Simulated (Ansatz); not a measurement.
# Ta4In3: the cost of one run

Program: Ansatz 0.2.0. Level of theory: DFT PBE, scalar-relativistic, plane waves, PAW, unless a step names another level. These are calculated values, not measurements.

5 further runs of the same task are left out: 4 that didn't finish, 1 set aside as unsound or not needed. Runs told in other sessions of the task aren't counted.

## Step 1: The structure to begin with

Symmetry: Fmmm, No. 69, orthorhombic system. The conventional cell has a = 3.401 Å, b = 4.893 Å, c = 35.565 Å, α = 90.00°, β = 90.00°, γ = 90.00°. Ta (site symmetry mm2) is surrounded by 6 Ta at 2.79 to 2.98 Å and 2 In at 3.03 Å. Ta (site symmetry mm2) is surrounded by 8 Ta at 2.79 to 2.98 Å. In (site symmetry mmm) has 10 In at 2.98 to 3.48 Å in its first shell of neighbours. Around In (site symmetry mm2) lie 8 In at 2.98 to 3.48 Å and 4 Ta at 3.03 to 3.51 Å.

As a file:

```cif
data_structure
_symmetry_space_group_name_H-M 'P 1'
_symmetry_Int_Tables_number 1
_cell_length_a 17.9501
_cell_length_b 17.8637
_cell_length_c 2.9793
_cell_angle_alpha 86.886
_cell_angle_beta 83.575
_cell_angle_gamma 9.540
_cell_volume 147.94
loop_
_atom_site_label
_atom_site_type_symbol
_atom_site_fract_x
_atom_site_fract_y
_atom_site_fract_z
_atom_site_occupancy
Ta1 Ta 0.15589 0.15589 0.84411 1
Ta2 Ta 0.84411 0.84411 0.15589 1
Ta3 Ta 0.28208 0.28208 0.71792 1
Ta4 Ta 0.71792 0.71792 0.28208 1
In1 In 0.00000 0.00000 0.00000 1
In2 In 0.58527 0.58527 0.41473 1
In3 In 0.41473 0.41473 0.58527 1
```

It came out lowest among 13 distinct ends of the trial cells. At a tolerance of 0.05 Å it has space group Fmmm (No. 69).

## Step 2: Electronic structure at the relaxed geometry

Contents of input.yaml:

```yaml
crystal:
  lattice:
    - [0.0, 2.4463141216, 17.7825837167]
    - [1.7004345897, 0.0, 17.7825837167]
    - [1.7004345897, 2.4463141216, 0.0]
  atoms:
    - { symbol: Ta, position: [0.1558870365, 0.1558870365, 0.8441129635] }
    - { symbol: Ta, position: [0.8441129635, 0.8441129635, 0.1558870365] }
    - { symbol: Ta, position: [0.2820775015, 0.2820775015, 0.7179224985] }
    - { symbol: Ta, position: [0.7179224985, 0.7179224985, 0.2820775015] }
    - { symbol: In, position: [0.0, 0.0, 0.0] }
    - { symbol: In, position: [0.5852688198, 0.5852688198, 0.4147311802] }
    - { symbol: In, position: [0.4147311802, 0.4147311802, 0.5852688198] }
basis:
  ecutwfc: 420
kpoints:
  mp_grid: { grid: [12, 12, 12] }
  band_path:
    path:
      - [[0.0, 0.0, 0.0], [0.5, 0.0, 0.5], [1.0, 0.5, 0.5], [0.5, 0.5, 0.0], [0.0, 0.0, 0.0], [0.0, 0.3730772, 0.3730772]]
      - [[1.0, 0.6269228, 0.6269228], [1.0, 0.5, 0.5]]
      - [[0.5, 0.0, 0.5], [0.5, 0.13149473, 0.63149473]]
      - [[0.5, 0.86850527, 0.36850527], [0.5, 0.5, 0.0]]
    npoints: 14
hamiltonian:
  xc: pbe
scf:
  occupations: { method: gaussian, width: 0.1 }
  n_extra_bands: 17
output:
  forces: true
  stress: true
  eigenvalues: true
  populations: true
  dos: { projected: true, de: 0.02, nscf_kmesh: { grid: [15, 15, 15] } }
  bader: true
  write_density: true
  write_potential: true
  elf: true
  volumetric_format: npy
```

The run is started by

```sh
ansatz run input.yaml --threads 1 --pin off --max-ram 2560MiB --backend cpu --events-out ev --progress --plain --runs-dir out
```

**Question.** How long does this run take on 1 thread of Intel Xeon Platinum 8375C at 2.90GHz (Ice Lake), shared host, and how much memory does it need?

About 6.9 min, with a peak of 2.1 GiB.
